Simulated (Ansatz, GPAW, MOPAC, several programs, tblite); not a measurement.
# What cheap methods get right for FeBrCl (a single layer)

How much accuracy does each second buy? FeBrCl as a single layer in vacuum is computed with 8 methods, from the cheapest up to r2SCAN.

Method: no spin polarisation, static lattice; gaps from single points on the cell relaxed beforehand with r²SCAN, in MOPAC, tblite, GPAW, Ansatz (versions at each run).

## 1. The starting structure

Symmetry: P3m1, No. 156, trigonal system. Conventional cell: a = 3.404 Å, b = 3.404 Å, c = 29.954 Å, α = 90.00°, β = 90.00°, γ = 120.00°. Fe (site symmetry 3m) is surrounded by 3 Br at 2.37 Å and 3 Cl at 2.57 Å. Cl (site symmetry 3m) is surrounded by 3 Fe at 2.57 Å. Br (site symmetry 3m) has 3 Fe at 2.37 Å as nearest neighbours.

As a file:

```xyz
3
Lattice="3.4042 0.0000 0.0000 -1.7021 2.9482 0.0000 0.0000 0.0000 29.9545" Properties=species:S:1:pos:R:3 pbc="T T T"
Fe    0.0000    1.9654    8.8902
Cl    1.7021    0.9827   10.5384
Br    1.7021    0.9827    7.5715
```

The cell holds a single layer (2H monolayer (Janus)) with vacuum along c; the form is built, and need not be the compound's stable one.

**Question.** The methods are PM6, PM7, GFN1-xTB (tblite), GFN2-xTB (tblite), PBE/single-zeta, coarse PBE, PBE, r2SCAN. What gap does r2SCAN give on this cell, and which other methods (full PBE left aside) come nearest to r2SCAN and farthest in gap?

| quantity | value |
| --- | --- |
| r2SCAN | gap 0.66 eV |
| gap: nearest and farthest of the other methods | GFN2-xTB (tblite) (-0.17 eV), PM6 (+4.96 eV) |

**Reading.** For the gap, of the 6 methods compared (full PBE left aside), GFN2-xTB (tblite) comes nearest to r2SCAN and PM6 is farthest. A minimal basis or a coarse cutoff and mesh shifts results by its own error, so closeness to r2SCAN can be chance. Cluster runs see only the k-points that fold onto the zone centre, so their gaps can miss the band edges. CPU times run from 1.4 s (GFN2-xTB (tblite)) to 28 s (r2SCAN). r2SCAN is a yardstick, not the truth: it usually gives gaps below the measured ones.
